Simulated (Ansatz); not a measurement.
# MgZn4Te: the cost of one run

Computed with Ansatz 0.2.0 (DFT PBE, scalar-relativistic, plane waves, PAW, unless a step's input says otherwise).

## (1) The system as given

It takes space group F-43m (No. 216, cubic). Conventional cell: a = 7.636 Å, b = 7.636 Å, c = 7.636 Å, α = 90.00°, β = 90.00°, γ = 90.00°. Around Mg (site symmetry -43m) lie 12 Zn at 3.17 Å and 4 Te at 3.31 Å. Zn (site symmetry 3m) has 6 Zn at 2.70 Å and 3 Te at 3.17 Å as nearest neighbours. Te (site symmetry -43m) is surrounded by 12 Zn at 3.17 Å and 4 Mg at 3.31 Å.

Coordinates:

```cif
data_structure
_symmetry_space_group_name_H-M 'P 1'
_symmetry_Int_Tables_number 1
_cell_length_a 5.3995
_cell_length_b 5.3995
_cell_length_c 5.3995
_cell_angle_alpha 60.000
_cell_angle_beta 60.000
_cell_angle_gamma 60.000
_cell_volume 111.31
loop_
_atom_site_label
_atom_site_type_symbol
_atom_site_fract_x
_atom_site_fract_y
_atom_site_fract_z
_atom_site_occupancy
Mg1 Mg 0.25000 0.25000 0.25000 1
Zn1 Zn 0.62515 0.62515 0.12455 1
Zn2 Zn 0.62515 0.62515 0.62515 1
Zn3 Zn 0.12455 0.62515 0.62515 1
Zn4 Zn 0.62515 0.12455 0.62515 1
Te1 Te 0.00000 0.00000 0.00000 1
```

The cell is invented: species swapped into a database cell of YHoCo4 (F-43m, No. 216), with Mg on the Y sites, Te on the Ho sites and Zn on the Co sites. Its size is a rough estimate.

## (2) A first look at the guess

input.yaml reads:

```yaml
crystal:
  lattice:
    - [0.0, 3.81800403, 3.81800403]
    - [3.81800403, 0.0, 3.81800403]
    - [3.81800403, 3.81800403, 0.0]
  atoms:
    - { symbol: Mg, position: [0.25, 0.25, 0.25] }
    - { symbol: Zn, position: [0.62514974, 0.62514974, 0.12455079] }
    - { symbol: Zn, position: [0.62514974, 0.62514974, 0.62514974] }
    - { symbol: Zn, position: [0.12455079, 0.62514974, 0.62514974] }
    - { symbol: Zn, position: [0.62514974, 0.12455079, 0.62514974] }
    - { symbol: Te, position: [0.0, 0.0, 0.0] }
basis:
  ecutwfc: 420
kpoints:
  mp_grid: { grid: [4, 4, 4] }
hamiltonian:
  xc: pbe
scf:
  occupations: { method: gaussian, width: 0.1 }
  lower_state_search: "off"
output:
  forces: true
  stress: true
  eigenvalues: true
```

On the command line:

```sh
> ansatz run input.yaml --threads 1 --pin off --max-ram 2560MiB --backend cpu --events-out ev --progress --plain --runs-dir out
```

**Question.** How long does this run take on 1 thread of Intel Xeon 6975P-C (Granite Rapids), shared host, and how much memory does it need?

About 2.2 s, with a peak of 0.41 GiB.
